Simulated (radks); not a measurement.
**Exchange and kinetic functionals tested on atomic densities: Cr⁺, Al³⁺, Sb, Kr, Sr²³⁺**

Aim: take each self-consistent density and evaluate many functionals on it, against the exact exchange and kinetic energies of the same orbitals. Every spin shell is full or empty, so the densities are truly spherical.

Program: radks (a radial shooting solver on a logarithmic mesh, Libxc functionals) version 1. Level of theory: non-relativistic Kohn-Sham, PBE, spin-polarised, spherical densities, point nucleus; open shells are filled with parallel spins first. These are calculated values, not measurements, unless marked.

**1. Starting point**

- species: Cr⁺ ([Ar] 3d5), Al³⁺ ([Ne]), Sb ([Kr] 4d10 5s2 5p3), Kr ([Kr]), Sr²³⁺ ([Ne] 3s2 3p3)

**2. Cr⁺, [Ar] 3d5**

The run's settings:

```text
Z 24
configuration [Ar] 3d5
relativity non-relativistic
functional pbe,pbe
spin polarised
nucleus point
```

**3. Al³⁺, [Ne]**

The run's settings:

```text
Z 13
configuration [Ne]
relativity non-relativistic
functional pbe,pbe
spin polarised
nucleus point
```

**4. Sb, [Kr] 4d10 5s2 5p3**

The run's settings:

```text
Z 51
configuration [Kr] 4d10 5s2 5p3
relativity non-relativistic
functional pbe,pbe
spin polarised
nucleus point
```

**5. Kr, [Kr]**

The run's settings:

```text
Z 36
configuration [Kr]
relativity non-relativistic
functional pbe,pbe
spin polarised
nucleus point
```

**6. Sr²³⁺, [Ne] 3s2 3p3**

The run's settings:

```text
Z 38
configuration [Ne] 3s2 3p3
relativity non-relativistic
functional pbe,pbe
spin polarised
nucleus point
```

Before running it: what results should come out? Wanted: for each run, error in magnitude; Cr⁺; Al³⁺; Sb; Kr; Sr²³⁺.

The runs gave:

```csv
error in magnitude (%),Cr⁺,Al³⁺,Sb,Kr,Sr²³⁺
"exchange, LDA",-6.54,-8.63,-4.82,-5.51,-7.13
"exchange, revPBE",+0.01,-0.11,-0.30,-0.22,-0.13
"exchange, PW86",+0.49,+0.50,-0.21,+0.05,+0.32
"exchange, B86b",+0.28,+0.02,-0.01,+0.07,+0.09
"exchange, G96",+0.41,+0.10,+0.34,+0.34,+0.26
"exchange, EV93",+0.74,+1.57,-0.32,-0.02,+0.80
"exchange, revTPSS",-0.46,-0.32,-0.93,-0.80,-0.65
"exchange, MS2",-0.00,+0.18,-0.60,-0.42,-0.10
"exchange, Tao-Mo",-0.22,-0.04,-0.82,-0.65,-0.37
"kinetic, Thomas-Fermi",-6.70,-7.68,-5.26,-5.87,-6.70
"kinetic, von Weizsacker",-46.57,-34.68,-58.72,-53.66,-47.65
"kinetic, TF + vW",+46.72,+57.64,+36.03,+40.47,+45.65
"kinetic, TF + vW/5",+3.98,+5.38,+3.00,+3.40,+3.77
"kinetic, revAPBEK",+0.36,+0.73,+0.30,+0.33,+0.21
"kinetic, Thakkar",-0.38,+0.06,-0.57,-0.48,-0.55
"kinetic, Pearson",-1.37,-1.80,-0.91,-1.06,-1.52
"kinetic, PG1",+20.65,+27.62,+14.96,+17.20,+20.19
"kinetic, Ernzerhof",-0.30,+0.41,-0.40,-0.38,-0.37
```

In words: Negative means that the magnitude is too small. For exchange the mean absolute error is least for B86b (0.10 %) and largest for LDA (6.53 %). Among the orbital-free kinetic functionals Ernzerhof (0.37 %) does best and von Weizsacker (48.25 %) worst. The functionals are evaluated on one density each, not self-consistently.
